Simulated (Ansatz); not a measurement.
Runs of Ansatz 0.2.0 on Fe. The cell holds a sheet with vacuum, 1 atom: a = 2.311 Å, b = 2.311 Å, c = 23.800 Å, α = 90.00°, β = 90.00°, γ = 90.00°. The cell was built by a generator and needn't be a form met in nature.

| task | level | cell | cutoff (eV) | basis error allowed | gap on the mesh (eV) | moment (μB) | work function (eV) |
| --- | --- | --- | --- | --- | --- | --- | --- |
| projected density of states | PBE | as given | 336 | 0.002 eV/atom | - | 2.74 | (a) |
| single point | PBEsol | as given | 336 | 0.002 eV/atom | none | 2.75 | 4.81 |
| single point | PBE | as given | 362 | 0.001 eV/atom | none | 2.74 | - |
| relaxation of the atoms | PBE | atoms relaxed | - | 0.002 eV/atom | - | 2.74 | - |
| work function | LDA | as given | 336 | 0.002 eV/atom | none | 2.71 | 5.13 |
| single point | LDA | as given | 336 | 0.002 eV/atom | none | 2.71 | 5.13 |

Alike in all rows: potentials or basis all-electron LAPW, scalar-relativistic; spin collinear, ferromagnetic start; k mesh 11 × 11 × 1; smearing fermi-dirac 0.05 eV.

Task: Estimate the missing entries.

Result: (a) 4.69.

A k mesh can miss the band edges.

A gap of «none» marks a metal or a gap under the smearing width.

Not every run made on this cell is shown here.
